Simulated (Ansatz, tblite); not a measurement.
# The cluster Rb₃Br₃+: rung by rung

One table from this session's results is given with a row withheld; the runs are named, their logs left out.

Method: as each input shows; program: Ansatz 0.2.0, Gaussian basis.

Levels to be run: GFN1-xTB, GFN2-xTB, PBE-D4/def2-TZVP, r2SCAN-D4/def2-TZVP, B3LYP-D4/def2-TZVP, HSE06-D4/def2-TZVP, PBE-D4/def2-SVP, PBE0-D4/def2-SVP, MP2/def2-TZVP, RPA/def2-TZVP.

7 further runs of the same task are left out: 2 that didn't finish, 5 set aside as unsound or not needed. Runs told in other sessions of the task aren't counted.

### The geometry

The doublet was relaxed beforehand with PBE-D4/def2-SVP. At that level it is the lowest of the isomers that a small search found.

6 atoms, charge 1, spin multiplicity 2.

Bond lengths: Rb1–Br5 3.307 Å, Rb1–Br6 3.306 Å, Rb2–Br4 3.175 Å, Rb2–Br5 3.403 Å, Rb3–Br4 3.173 Å, Rb3–Br6 3.409 Å. Angles: Br5–Rb1–Br6 54.6°, Br4–Rb2–Br5 101.5°, Br4–Rb3–Br6 100.2°, Rb2–Br4–Rb3 117.0°, Rb1–Br5–Rb2 170.4°, Rb1–Br6–Rb3 171.7°.

Rb takes a core potential in the def2 sets. No spin-orbit coupling is included. The ion is computed in the gas phase, without counter-ions or solvent.

PBE0-D4/def2-TZVP was run before; its log isn't repeated, and its numbers join the tables.

The first run:

Tight binding, by tblite at 300 K electronic temperature and without a spin-polarisation term:

```python
tblite.interface.Calculator('GFN1-xTB', numbers, positions, charge=1, uhf=1).singlepoint()
```

Tight binding, by tblite at 300 K electronic temperature and without a spin-polarisation term:

```python
tblite.interface.Calculator('GFN2-xTB', numbers, positions, charge=1, uhf=1).singlepoint()
```

start.molden holds the orbitals of an earlier run on this state, given as this run's starting guess.

The input, in.yaml:

```yaml
crystal:
  periodic: [false, false, false]
  atoms:
    - {symbol: Rb, position_ang: [-2.294984, -3.654589, 0.002190]}
    - {symbol: Rb, position_ang: [3.238817, 0.097376, -0.035738]}
    - {symbol: Rb, position_ang: [-1.344916, 2.974028, 0.041870]}
    - {symbol: Br, position_ang: [1.827718, 2.941133, 0.001272]}
    - {symbol: Br, position_ang: [0.558392, -1.990352, 0.152900]}
    - {symbol: Br, position_ang: [-1.985038, -0.367596, -0.162484]}
basis:
  gaussian: {orbitals: def2-TZVP, initial_orbitals: start.molden}
total_charge: 1
magnetization: {spin_polarized: true, initial_magnetization: 1}
hamiltonian: {xc: pbe, dispersion: d4}
scf: {omitted_lower_state_checks: [starts]}
output: {forces: true, orbitals: {seedname: orbitals}}
```

Started as:

```console
> ansatz run in.yaml --threads 4 --pin off --events-out ev --progress --plain --max-ram 4787MiB
```

Among the steps run: PBE-D4/def2-TZVP; r2SCAN-D4/def2-TZVP; B3LYP-D4/def2-TZVP; HSE06-D4/def2-TZVP; PBE-D4/def2-SVP; PBE0-D4/def2-SVP; MP2/def2-TZVP; RPA/def2-TZVP.

One table of the session follows, with a row left open; its other results are not shown here.

| level | HOMO (eV) | LUMO (eV) | gap (eV) |
| --- | --- | --- | --- |
| PBE-D4/def2-SVP | ? | ? | ? |
| PBE-D4/def2-TZVP | -7.92 | -7.91 | 0.01 |
| r2SCAN-D4/def2-TZVP | -7.99 | -7.98 | 0.01 |
| B3LYP-D4/def2-TZVP | -8.53 | -7.57 | 0.96 |
| PBE0-D4/def2-SVP | -8.63 | -7.35 | 1.28 |
| PBE0-D4/def2-TZVP | -8.78 | -7.36 | 1.42 |
| HSE06-D4/def2-TZVP | -8.38 | -7.72 | 0.66 |

**Question.** Estimate the row for PBE-D4/def2-SVP.

**Answer.** HOMO (eV): -7.83; LUMO (eV): -7.83; gap (eV): 0.01. In the column «HOMO (eV)» it is the highest.
